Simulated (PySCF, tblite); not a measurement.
# C2H5O3SeSi radical: geometry, infrared bands and EPR parameters

Aim: predict the infrared bands and EPR parameters of C2H5O3SeSi radical (`O=C(O)C[Si](O)[SeH]`).

Computed with tblite 0.8.0 and PySCF 2.14.0, with density-fitted response routines of our own, on a single molecule in the gas phase. Atoms are numbered from 0 throughout.

### Step 1. The starting structure

12 atoms, charge 0, multiplicity 2; geometry from: force field or distance geometry start.

Bonds of the start (Å): O0–C1 1.28, C1–O2 1.38, C1–C3 1.49, C3–Si4 1.88, Si4–O5 1.71, Si4–Se6 2.29, O2–H7 1.02, C3–H8 1.12, C3–H9 1.09, O5–H10 0.99, Se6–H11 1.54.

### Step 2. Relaxing the molecule with GFN2-xTB

The job: settings as JSON, then the geometry in Å.

```
{"job": {"kind": "relax", "xc": "GFN2-xTB", "basis": "xTB"}, "charge": 0, "multiplicity": 2}
O      1.662500    -0.361100     1.124300
C      1.186700     0.106500     0.037300
O      1.338100     1.451400    -0.243800
C      0.463000    -0.787700    -0.907600
Si    -1.355700    -0.878500    -0.450300
O     -1.555900    -1.496900     1.129000
Se    -2.308200     1.194200    -0.616000
H      1.811900     2.084400     0.396200
H      0.898100    -1.821600    -0.857000
H      0.562200    -0.410700    -1.930500
H     -1.236500    -0.773200     1.725400
H     -1.465100     1.692500     0.567200
```

Launch:

```
> OMP_NUM_THREADS=1 python probes_run.py task.json out
```

One launch serves the whole session: the jobs run in the order shown.

The program printed:

```text
step      E/eV     max force
  0    -651.20873    4.677
  1    -651.54158    4.770
  2    -651.74953    0.921
  3    -651.81762    0.745
  4    -651.89763    0.615
  5    -651.92390    0.526
  6    -651.95864    0.486
  7    -651.97030    0.372
  8    -651.98298    0.263
  9    -651.99018    0.227
 10    -651.99708    0.232
 11    -652.00128    0.182
 12    -652.00545    0.199
 13    -652.01063    0.211
 14    -652.01600    0.192
 15    -652.02080    0.208
 16    -652.02514    0.230
 17    -652.02911    0.232
 18    -652.03316    0.164
 19    -652.03782    0.205
 20    -652.04367    0.227
 21    -652.05153    0.329
 22    -652.05803    0.553
 23    -652.06303    0.409
 24    -652.07248    0.289
 25    -652.07953    0.230
 26    -652.08487    0.450
 27    -652.09145    0.231
 28    -652.09835    0.245
 29    -652.10502    0.232
 30    -652.10864    0.285
 31    -652.11524    0.215
 32    -652.12152    0.177
 33    -652.12411    0.166
 34    -652.12700    0.156
 35    -652.13073    0.132
 36    -652.13450    0.128
 37    -652.13705    0.134
 38    -652.13854    0.105
 39    -652.13982    0.081
 40    -652.14119    0.088
 41    -652.14259    0.108
 42    -652.14408    0.140
 43    -652.14584    0.138
 44    -652.14757    0.099
 45    -652.14898    0.112
 46    -652.15017    0.113
 47    -652.15163    0.130
 48    -652.15359    0.141
 49    -652.15565    0.182
 50    -652.15707    0.151
 51    -652.15792    0.083
 52    -652.15849    0.080
 53    -652.15923    0.098
 54    -652.16043    0.165
 55    -652.16194    0.197
 56    -652.16326    0.160
 57    -652.16411    0.073
 58    -652.16478    0.069
 59    -652.16575    0.104
 60    -652.16728    0.168
 61    -652.16929    0.227
 62    -652.17155    0.161
 63    -652.17391    0.130
 64    -652.17583    0.152
 65    -652.17938    0.184
 66    -652.18562    0.422
 67    -652.19312    0.255
 68    -652.19886    0.216
 69    -652.20154    0.154
 70    -652.20520    0.149
 71    -652.21280    0.229
 72    -652.21807    0.214
 73    -652.22016    0.338
 74    -652.22355    0.104
 75    -652.22486    0.111
 76    -652.22855    0.226
 77    -652.23058    0.195
 78    -652.23615    0.186
 79    -652.23877    0.089
 80    -652.23888    0.245
 81    -652.24110    0.115
 82    -652.24198    0.113
 83    -652.24450    0.148
 84    -652.24550    0.110
 85    -652.24676    0.086
 86    -652.24749    0.087
 87    -652.24817    0.099
 88    -652.24937    0.107
 89    -652.25095    0.090
 90    -652.25171    0.123
 91    -652.25265    0.066
 92    -652.25296    0.046
 93    -652.25322    0.042
 94    -652.25382    0.047
 95    -652.25491    0.056
 96    -652.25683    0.079
 97    -652.25862    0.148
 98    -652.26044    0.090
 99    -652.26177    0.133
100    -652.26244    0.066
101    -652.26309    0.077
102    -652.26376    0.116
103    -652.26442    0.091
104    -652.26576    0.077
105    -652.26800    0.067
106    -652.26975    0.115
107    -652.25145    0.647
108    -652.27055    0.055
109    -652.27077    0.044
110    -652.27094    0.038
111    -652.27098    0.023
112    -652.27103    0.025
113    -652.27114    0.044
114    -652.27123    0.041
115    -652.27136    0.026
116    -652.27150    0.023
117    -652.27162    0.029
118    -652.27170    0.026
119    -652.27175    0.017
120    -652.27178    0.017
121    -652.27183    0.024
122    -652.27190    0.031
123    -652.27202    0.031
124    -652.27219    0.035
125    -652.27237    0.027
126    -652.27251    0.021
127    -652.27258    0.014
128    -652.27261    0.010
129    -652.27263    0.009
```

Wall time 0.87 s (1 thread of Arm Neoverse V1, shared host).

Step by step: (not every step is listed) (the energy doesn't fall at every step)

| step | energy from step 0 (eV) | largest force (eV/Å) |
| --- | --- | --- |
| 0 | 0.0000 | 4.6767 |
| 1 | -0.3329 | 4.7702 |
| 2 | -0.5408 | 0.9205 |
| 3 | -0.6089 | 0.7454 |
| 4 | -0.6889 | 0.6154 |
| 5 | -0.7152 | 0.5262 |
| 6 | -0.7499 | 0.4864 |
| 7 | -0.7616 | 0.3715 |
| 8 | -0.7743 | 0.2629 |
| 19 | -0.8291 | 0.2048 |
| 30 | -0.8999 | 0.2845 |
| 41 | -0.9339 | 0.1082 |
| 52 | -0.9498 | 0.0800 |
| 63 | -0.9652 | 0.1297 |
| 74 | -1.0148 | 0.1036 |
| 85 | -1.0380 | 0.0860 |
| 96 | -1.0481 | 0.0793 |
| 107 | -1.0427 | 0.6469 |
| 118 | -1.0630 | 0.0260 |
| 124 | -1.0635 | 0.0346 |
| 125 | -1.0636 | 0.0269 |
| 126 | -1.0638 | 0.0212 |
| 127 | -1.0639 | 0.0143 |
| 128 | -1.0639 | 0.0099 |
| 129 | -1.0639 | 0.0092 |

Distances of close pairs at the start and the end, largest changes first:

| bond | before (Å) | after (Å) | change (Å) |
| --- | --- | --- | --- |
| Se6–H11 | 1.536 | 1.438 | -0.098 |
| Si4–O5 | 1.708 | 1.613 | -0.095 |
| C3–Si4 | 1.878 | 1.944 | +0.066 |
| O0–C1 | 1.275 | 1.211 | -0.064 |
| O2–H7 | 1.017 | 0.970 | -0.048 |
| Si4–Se6 | 2.287 | 2.334 | +0.047 |
| C3–H8 | 1.123 | 1.085 | -0.038 |
| C1–O2 | 1.382 | 1.345 | -0.038 |

The final coordinates are the input of the step that follows.

### Step 3. Harmonic vibrations with GFN2-xTB

The job: settings as JSON, then the geometry in Å.

```
{"job": {"kind": "ir", "xc": "GFN2-xTB", "basis": "xTB"}, "charge": 0, "multiplicity": 2}
O      1.509922    -0.376174     1.164637
C      1.220133    -0.008914     0.047548
O      1.432077     1.250375    -0.373495
C      0.472731    -0.811984    -0.936401
Si    -1.320235    -0.586196    -0.221127
O     -1.309236    -1.159853     1.286170
Se    -1.634688     1.725998    -0.251826
H      1.850243     1.780202     0.322645
H      0.764134    -1.856245    -0.898724
H      0.569980    -0.407494    -1.937154
H     -0.499390    -1.192147     1.809307
H     -3.054473     1.641745    -0.037609
```

The program printed:

```text
mode    cm-1     km/mol
  1      46.0      0.25
  2      64.9      1.20
  3     102.7      1.56
  4     140.6      8.73
  5     157.1      5.16
  6     177.4      8.82
  7     242.8     19.53
  8     319.1     15.39
  9     407.0      6.90
 10     418.4    121.90
 11     542.7     90.45
 12     572.4     93.27
 13     612.4      8.08
 14     639.2     76.49
 15     722.8    140.25
 16     767.1    202.66
 17     811.7     27.41
 18     914.6     68.97
 19     930.5    101.29
 20    1025.9    143.46
 21    1115.2     98.21
 22    1143.8     83.13
 23    1235.7    133.91
 24    1421.9      5.68
 25    1735.1    515.05
 26    2084.2    278.43
 27    3041.0      1.87
 28    3061.8     10.19
 29    3438.2     36.62
 30    3454.2     47.29
```

Run time: 0.39 s. Hardware: 1 thread of Arm Neoverse V1, shared host.

The strongest bands and the atoms that carry them (share of the mass-weighted mode):

| cm⁻¹ | km/mol | atoms |
| --- | --- | --- |
| 418 | 121.9 | H10 85 % |
| 723 | 140.2 | C1 45 %, C3 21 % |
| 767 | 202.7 | H10 74 %, O5 13 % |
| 930 | 101.3 | O5 26 %, Si4 21 %, C3 18 % |
| 1026 | 143.5 | H8 32 %, H9 26 %, O2 14 % |
| 1236 | 133.9 | C1 55 %, H7 23 % |
| 1735 | 515.0 | C1 63 %, O0 33 % |
| 2084 | 278.4 | H11 99 % |

### Step 4. EPR parameters: B3LYP/def2-TZVP-core+pcH-1

Settings changed since step 3:

```diff
@@ -1,2 +1,2 @@
-{"job": {"kind": "ir", "xc": "GFN2-xTB", "basis": "xTB"}, "charge": 0, "multiplicity": 2}
+{"job": {"kind": "epr", "basis": "pcH-1"}, "charge": 0, "multiplicity": 2}
 O      1.509922    -0.376174     1.164637
```

Method: UKS B3LYP, def2-TZVP-core on Se, pcH-1 on C H O Si, non-relativistic, mean-field spin-orbit, GIAO.

The program printed:

```text
UKS, coarse grid
  cycle   1  E = -2995.77200307  |g| = 1.69e+00
  cycle   2  E = -2994.70853526  |g| = 1.88e+00
  cycle   3  E = -2995.76065463  |g| = 9.17e-01
  cycle   4  E = -2996.05483785  |g| = 2.69e-01
  cycle   5  E = -2996.07073174  |g| = 1.50e-01
  cycle   6  E = -2996.07864061  |g| = 3.09e-02
  cycle   7  E = -2996.07898730  |g| = 9.51e-03
  cycle   8  E = -2996.07903438  |g| = 2.72e-03
  cycle   9  E = -2996.07903757  |g| = 1.44e-03
  cycle  10  E = -2996.07903964  |g| = 5.57e-04
UKS, final grid
  cycle   1  E = -2996.07896598  |g| = 7.40e-04
  cycle   2  E = -2996.07896547  |g| = 1.42e-03
  cycle   3  E = -2996.07896618  |g| = 1.58e-04
  cycle   4  E = -2996.07896619  |g| = 4.64e-05
  cycle   5  E = -2996.07896619  |g| = 1.78e-05
E = -2996.07896619 Eh   <S^2> = 0.7524 (exact 0.7500)
g shifts (ppm)      1          2          3
  rmc          -188       -188       -188
  gc             84         61         59
  oz_so       -2190       -594      11209
  total       -2293       -719      11081
hyperfine (MHz)  atom isotope    a_iso     a_fc   dipolar eigenvalues
    0   17O      -2.50      -2.51     -8.16      3.58      4.58
    1   13C      21.50      21.52     -2.42     -1.91      4.33
    2   17O      -2.50      -2.51     -3.18      1.30      1.88
    3   13C      30.61      30.60     -5.44     -5.17     10.60
    4  29Si    -840.67    -841.17   -130.67     63.16     67.51
    5   17O     -85.11     -84.69    -11.62      5.10      6.52
    6  77Se     -27.67     -28.69    -85.41    -81.89    167.30
    7    1H      -0.16      -0.18     -1.38     -0.43      1.81
    8    1H       0.81       0.82     -4.37     -2.10      6.47
    9    1H      -3.33      -3.33     -3.97     -1.69      5.66
   10    1H      47.21      47.15     -3.92     -2.54      6.46
   11    1H      10.66      10.42     -4.64     -0.84      5.48
```

Run time: 3.2 min. Hardware: 1 thread of Arm Neoverse V1, shared host; peak memory 1.3 GiB.

Principal g values 2.00003, 2.00160, 2.01340; g(iso) = 2.00501, against 2.00232 for a free electron.

Mean a(iso) over the nuclei that a row names, and the largest dipolar term of the row (other rows stand at the frozen geometry):

| nuclei | isotope | a(iso) (MHz) | a(iso) (G, at g = 2.0023) | largest dipolar term (MHz) |
| --- | --- | --- | --- | --- |
| Si4 | 29Si | -840.7 | -300.0 | -130.7 |
| O5 | 17O | -85.1 | -30.4 | -11.6 |
| H10 | 1H | 47.2 | 16.8 | 6.5 |
| C3 | 13C | 30.6 | 10.9 | 10.6 |
| Se6 | 77Se | -27.7 | -9.9 | 167.3 |
| C1 | 13C | 21.5 | 7.7 | 4.3 |
| H11 | 1H | 10.7 | 3.8 | 5.5 |
| O2 | 17O | -2.5 | -0.9 | -3.2 |
| O0 | 17O | -2.5 | -0.9 | -8.2 |
| H8, H9 | 1H | -1.3 | -0.4 | 6.5 |
| H7 | 1H | -0.2 | -0.1 | 1.8 |

Mulliken spin populations:

| atom | value (e) |
| --- | --- |
| O0 | 0.02 |
| C1 | 0.01 |
| O2 | 0.01 |
| C3 | 0.03 |
| Si4 | 0.75 |
| O5 | 0.02 |
| Se6 | 0.14 |
| H7 | 0.00 |
| H8 | 0.00 |
| H9 | 0.00 |
| H10 | 0.02 |
| H11 | 0.00 |

In first order the couplings over 0.8 MHz of 1H give 12 distinct lines over 21.5 G, if the averaged nuclei exchange fast.

Orbitals, density, ELF and potential are computed afterwards from the orbital file.

ELF in a plane through or near 3 of the atoms.

Ten even steps from ' ' (0.00) to '@' (0.98):
```
                                                        
                                                        
                                                        
                              ..::::..                  
                          ..----==++==..                
                    ..    --@@%%##%%##==                
                ..==++==  ::@@@@%%%%##==                
              ..--##%%%%==  ######%%**::                
              ::++%%**####::  ::--::..                  
              ::**%%----##--                            
              ::==##%%##**::    ..::====::..            
                ..::::::..    ..++%%%%**==..            
                    ..::..    ::%%@@@@%%++::            
                  ==%%@@**..  ::##@@@@%%++::            
                ..##@@@@##::  ..**%%%%##==..            
                  ==####==      --++++==::              
                    ....        ..::::..                
                                                        
                                                        
                                                        
```
The map spans 11.9 Å across and 9.1 Å up, centred on the molecule. Atoms in the plane (x, y in Å): O0 (-1.4, 0.3), H7 (-1.3, -2.0), H10 (0.4, 1.7).

log10 of the density (e/Å³) in the same plane.

Values, 10 rows by 14 columns:
```
-4.0 -4.0 -4.0 -4.0 -4.0 -4.0 -4.0 -4.0 -4.0 -4.0 -4.0 -4.0 -4.0 -4.0
-4.0 -4.0 -4.0 -4.0 -4.0 -4.0 -4.0 -2.8 -2.4 -2.9 -4.0 -4.0 -4.0 -4.0
-4.0 -4.0 -4.0 -4.0 -4.0 -3.4 -2.6 -1.2 -0.9 -1.4 -2.8 -4.0 -4.0 -4.0
-4.0 -4.0 -4.0 -3.5 -1.9 -1.2 -1.3  0.2  0.3 -0.7 -2.2 -3.9 -4.0 -4.0
-4.0 -4.0 -4.0 -2.5 -0.8  0.7  0.0 -1.2 -0.9 -1.4 -2.3 -3.0 -3.8 -4.0
-4.0 -4.0 -4.0 -2.5 -0.9  0.3 -0.3 -1.7 -1.5 -1.3 -1.7 -2.3 -3.2 -4.0
-4.0 -4.0 -4.0 -3.3 -1.8 -0.8 -0.9 -1.8 -1.1 -0.8 -1.3 -2.0 -3.0 -4.0
-4.0 -4.0 -4.0 -3.7 -1.9 -0.4 -0.7 -2.0 -1.4 -1.1 -1.5 -2.4 -3.3 -4.0
-4.0 -4.0 -4.0 -4.0 -3.1 -2.1 -2.2 -2.9 -2.4 -2.2 -2.5 -3.2 -4.0 -4.0
-4.0 -4.0 -4.0 -4.0 -4.0 -4.0 -4.0 -4.0 -3.6 -3.2 -3.1 -3.4 -4.0 -4.0
```
The map spans 11.9 Å across and 9.1 Å up, centred on the molecule. Atoms in the plane (x, y in Å): O0 (-1.4, 0.3), H7 (-1.3, -2.0), H10 (0.4, 1.7).

On the surface of density 0.002 e/bohr³ the electrostatic potential runs, from the 1st to the 99th percentile, from -1.28 V near O5 to 2.61 V near H7.

The spin density lies nearest to Si4 63 %; Se6 16 %.

### Step 5. Outcome

```
                                 quantity                    value
strongest single infrared mode (GFN2-xTB)    1735 cm⁻¹, 515 km/mol
             zero-point energy (GFN2-xTB)            44.8 kcal/mol
                           g(iso) (B3LYP)                  2.00501
                                     ⟨S²⟩       0.752 (exact 0.75)
       largest a(iso) (averaged by class)  29Si on Si4, -840.7 MHz
    surface potential, 1st and 99th percentile       -1.28 V and 2.61 V
```

The optimisation took 129 steps and gained 1.064 eV; among the close pairs (by a distance rule), Se6–H11 changed most, from 1.536 to 1.438 Å. No mode is imaginary among the 30: a minimum at this level. The strongest single mode, at 1735 cm⁻¹, moves mainly C1 and O0. Unscaled tight-binding wavenumbers are off by several per cent, some by more. Its intensities can rank the bands wrongly. Most of the unpaired spin sits on Si4 (0.75 e). The isotropic g lies 2.7 ppt above the free-electron value. The hyperfine terms hold no scalar relativity, which the heavier nuclei need.
